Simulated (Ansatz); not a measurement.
# NbB2: the cost of one run

Program: Ansatz 0.2.0. Level of theory: DFT PBEsol, scalar-relativistic, plane waves, PAW. These are calculated values, not measurements.

The COD entry's cell or inner coordinates are ideal or old and differ from later refinements, so a difference from it is no clean test against experiment.

1 further run of the same task is left out (set aside as unsound or not needed).

### 1 The structure to begin with

The structure is hexagonal, space group P6/mmm (No. 191). Conventional cell: a = 3.097 Å, b = 3.097 Å, c = 3.286 Å, α = 90.00°, β = 90.00°, γ = 120.00°. Around Nb (site symmetry 6/mmm) lie 12 B at 2.43 Å. B (site symmetry -6m2) is surrounded by 3 B at 1.79 Å and 6 Nb at 2.43 Å.

Structure file:

```
Nb B
1.0
     3.09679    0.00000    0.00000
    -1.54840    2.68190    0.00000
     0.00000    0.00000    3.28621
Nb B
1 2
Direct
  0.00000 0.00000 0.00000
  0.33333 0.66667 0.50000
  0.66667 0.33333 0.50000
```

It is the result of an earlier relaxation at this level (volume 9.10 Å³/atom; gap on the mesh: none (metal)).

### 2 Bands, states and charges

input.yaml reads:

```yaml
crystal:
  lattice:
    - [3.0967936316, 0.0, 0.0]
    - [-1.5483968158, 2.6819019552, 0.0]
    - [0.0, 0.0, 3.2862074859]
  atoms:
    - { symbol: Nb, position: [0.0, 0.0, 0.0] }
    - { symbol: B, position: [0.3333333333, 0.6666666667, 0.5] }
    - { symbol: B, position: [0.6666666667, 0.3333333333, 0.5] }
basis:
  ecutwfc: 420
kpoints:
  mp_grid: { grid: [18, 18, 12] }
  band_path:
    path:
      - [[0.0, 0.0, 0.0], [0.5, 0.0, 0.0], [0.33333333, 0.33333333, 0.0], [0.0, 0.0, 0.0], [0.0, 0.0, 0.5], [0.5, 0.0, 0.5], [0.33333333, 0.33333333, 0.5], [0.0, 0.0, 0.5]]
      - [[0.5, 0.0, 0.5], [0.5, 0.0, 0.0]]
      - [[0.33333333, 0.33333333, 0.5], [0.33333333, 0.33333333, 0.0]]
    npoints: 14
hamiltonian:
  xc: pbesol
scf:
  occupations: { method: gaussian, width: 0.1 }
  n_extra_bands: 7
output:
  forces: true
  stress: true
  eigenvalues: true
  populations: true
  dos: { projected: true, de: 0.02, nscf_kmesh: { grid: [27, 27, 18] } }
  bader: true
  write_density: true
  write_potential: true
  elf: true
  volumetric_format: npy
```

On the command line:

```console
$ ansatz run input.yaml --threads 1 --pin off --max-ram 2560MiB --backend cpu --events-out ev --progress --plain --runs-dir out
```

**Question.** How long does this run take on 1 thread of AMD EPYC (Zen 3), shared host, and how much memory does it need?

About 93 s, with a peak of 0.47 GiB.
